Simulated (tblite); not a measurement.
# C10H14F4O2Si4: the cost of one run

Computed with tblite 0.8.0 (tight binding) and PySCF 2.14.0 (DFT, with response routines of our own); each step states its level. Atoms count from 0 throughout.

## 1. The molecule as given

34 atoms, charge 0, multiplicity 1; geometry from: MMFF94s geometry.

Bonds of the start (Å): C0–H20 1.11, C0–H21 1.09, C0–H22 1.08, C0–Si1 1.85, C11–H26 1.10, C11–H27 1.10, C11–H28 1.09, C14–C15 1.21, C15–Si16 1.87, C17–H30 1.10, C17–H31 1.10, C17–H32 1.09, C3–C4 1.20, C4–Si5 1.88, C6–H23 1.09, C6–H24 1.09, C6–H25 1.09, C8–C9 1.21, C9–Si10 1.87, O12–H29 0.97, O18–H33 0.98, Si10–C11 1.85, Si10–F13 1.61, Si10–O12 1.67 and more.

## 2. GFN2-xTB relaxation, conformer 1

Job settings and geometry (Å):

```
{"job": {"xc": "GFN2-xTB", "basis": "xTB", "kind": "relax"}, "charge": 0, "multiplicity": 1}
C     -3.407400    -3.472200    -1.267500
Si    -2.755600    -1.773600    -1.610900
F     -3.748500    -1.029000    -2.596200
C     -1.048400    -1.806000    -2.410800
C      0.107100    -1.691100    -2.700100
Si     1.930600    -1.261300    -2.851900
C      2.359800    -0.468500    -4.469400
F      2.786500    -2.614200    -2.706800
C      2.358800    -0.160200    -1.374900
C      2.466500     0.528400    -0.391200
Si     2.480800     1.563300     1.166400
C      3.938000     2.692900     1.255300
O      2.299700     0.624700     2.534200
F      1.158000     2.475500     1.112100
C     -2.598400    -0.731800    -0.030000
C     -2.348700    -0.059800     0.940600
Si    -1.792500     1.017000     2.366100
C     -2.967900     0.940600     3.788200
O     -1.452700     2.565000     1.874300
F     -0.375400     0.414200     2.862800
H     -4.412100    -3.413200    -0.804500
H     -2.764500    -4.023600    -0.585500
H     -3.499500    -4.040600    -2.178300
H      3.420700    -0.247400    -4.525100
H      1.809100     0.467500    -4.605400
H      2.106800    -1.134100    -5.297500
H      4.880200     2.136400     1.301800
H      3.988600     3.349700     0.380100
H      3.894100     3.336000     2.138900
H      1.381800     0.382100     2.725200
H     -2.584000     1.528700     4.635400
H     -3.948700     1.353500     3.517500
H     -3.116100    -0.082100     4.129700
H     -0.560100     2.662800     1.485000
```

Run with:

```
$ OMP_NUM_THREADS=1 python ens_run.py task.json out
```

The driver reads the study from task.json and runs its stages one after another.

**Question.** How long does this first job take on 1 thread of Arm Neoverse V2, shared host?

About 2.5 s.
